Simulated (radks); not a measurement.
**Ionisation of Ru⁺: one atom, several choices of relativity**

One table from this session's results is given with a row withheld; the runs are named, their logs left out.

The numbers are computed with radks (a radial shooting solver on a logarithmic mesh, Libxc functionals) version 1 (Kohn-Sham, BLYP, spin-unpolarised, spherical densities), except any that are marked as measured or tabulated.

**Starting point**

* element: ruthenium (Z = 44)
* charge: +1
* electrons: 43
* configuration: [Kr] 4d7
* ion: Ru²⁺, [Kr] 4d6
* choices: non-relativistic; scalar-relativistic; Dirac, 2j+1 shares; Dirac, low j first; scalar-relativistic, finite nucleus; Dirac, 2j+1 shares, finite nucleus; Dirac, c × 2; Dirac, c × 0.85; Dirac, c × 10

The first run:

Settings of this run:

```text
Z 44
configuration [Kr] 4d7
relativity non-relativistic
functional b88,lyp
spin unpolarised
nucleus point
```

Among the steps run: non-relativistic: Ru⁺.

One table of the session follows, with a row left open; its other results are not shown here.

From the orbitals of this run (lengths in bohr):

```
level     <r>  outermost maximum (interpolated)  90 % within  nodes
   2s  0.1509                             0.128        0.232      1
   2p  0.1291                             0.100        0.210      0
   3s  0.4150                             0.373        0.611      2
   3p  0.4085                             0.360        0.615      1
   3d       ?                                 ?            ?      ?
   4s   1.048                             0.939         1.53      3
   4p   1.141                             0.993         1.69      2
   4d   1.633                              1.20         2.65      1
```

Q: Estimate the row for 3d from the others.

The run gave: <r>: 0.3837; outermost maximum (interpolated): 0.301; 90 % within: 0.610; nodes: 0. In the column «<r>» it lies between 2s (0.1509) and 3p (0.4085).

Limits of these values: Runs with a scaled speed of light are not ranked. Spin polarisation and multiplet splitting of open shells are left out at every level.
